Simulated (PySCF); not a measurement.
# GeHF: singlet, from a linear start

The task is one start of a wider search on GeHF: the singlet, from a linear start. It is relaxed, tested by its Hessian and followed downhill if it is a saddle.

Program: PySCF 2.14.0. Level of theory: PBE0, basis Ge def2-TZVP, H def2-TZVP, F def2-TZVP, no relativity, density fitting. These are calculated values, not measurements.

**1. Where the work starts**

3 atoms, charge 0, spin multiplicity 1.

Bond lengths: Ge1–H2 1.530 Å, Ge1–F3 1.850 Å. Angles: H2–Ge1–F3 180.0°.

```xyz
3
charge 0 multiplicity 1
Ge    0.0000    0.0000    0.0000
H     0.0000    0.0000   -1.5300
F     0.0000    0.0000    1.8500
```

**2. Finding the electronic state**

One driver script runs all steps and calls PySCF; scf.py shows how it sets up the SCF of each step. The optimiser is the driver's own. After this first run the driver tries any further starts and a stability analysis.

Input file scf.py:

```python
from pyscf import gto, scf, dft
mol = gto.M(atom='''
Ge     0.000000     0.000000     0.000000
H      0.000000     0.000000    -1.530000
F      0.000000     0.000000     1.850000''',
    basis={'Ge': 'def2-TZVP', 'H': 'def2-TZVP', 'F': 'def2-TZVP'},
    charge=0, spin=0)
mf = dft.RKS(mol, xc='PBE0')
mf.grids.atom_grid = (50, 194)
aux = {'Ge': 'def2-universal-JKFIT', 'H': 'def2-universal-JKFIT', 'F': 'def2-universal-JKFIT'}
mf = mf.density_fit(auxbasis=aux)
mf.conv_tol = 1e-08
mf.diis_space = 10
mf.max_cycle = 60
mf.init_guess = 'minao'
mf.verbose = 4
mf.kernel()
```

Command:

```bash
> OMP_NUM_THREADS=2 python axn.py task.json out
```

After this run come: Linear start, singlet: relaxation; Is it a minimum? Harmonic modes; Following the imaginary mode; Hessian and properties.

**Question.** What will these runs give? Wanted: minimum; geometry; wavenumbers; dipole moment; highest occupied, lowest empty level; polar-tensor charge of Ge1; zero-point energy; atomisation energy.

The runs gave:

| quantity | value |
| --- | --- |
| minimum | singlet, Cs |
| geometry | Ge–F 1.757 Å, Ge–H 1.610 Å; F–Ge–H 94.2° |
| wavenumbers (cm⁻¹) | 667 (a'), 767 (a'), 1873 (a') |
| dipole moment | 1.87 D |
| highest occupied, lowest empty level | -7.23, -2.82 eV |
| polar-tensor charge of Ge1 | +0.87 e |
| zero-point energy | 19.8 kJ/mol |
| entropy at 298.15 K | 252.6 J/(mol K) |
| atomisation energy (no zero-point energy) | 790 kJ/mol |

In words: The linear start (C∞v) ends in a minimum of Cs symmetry, after a stop at a second-order saddle point 293.6 kJ/mol higher, from which it was pushed off along an imaginary mode. The strongest infrared band lies at 1873 cm⁻¹ (a', stretch). Only this shape and spin were tried, so other structures or states may lie lower.
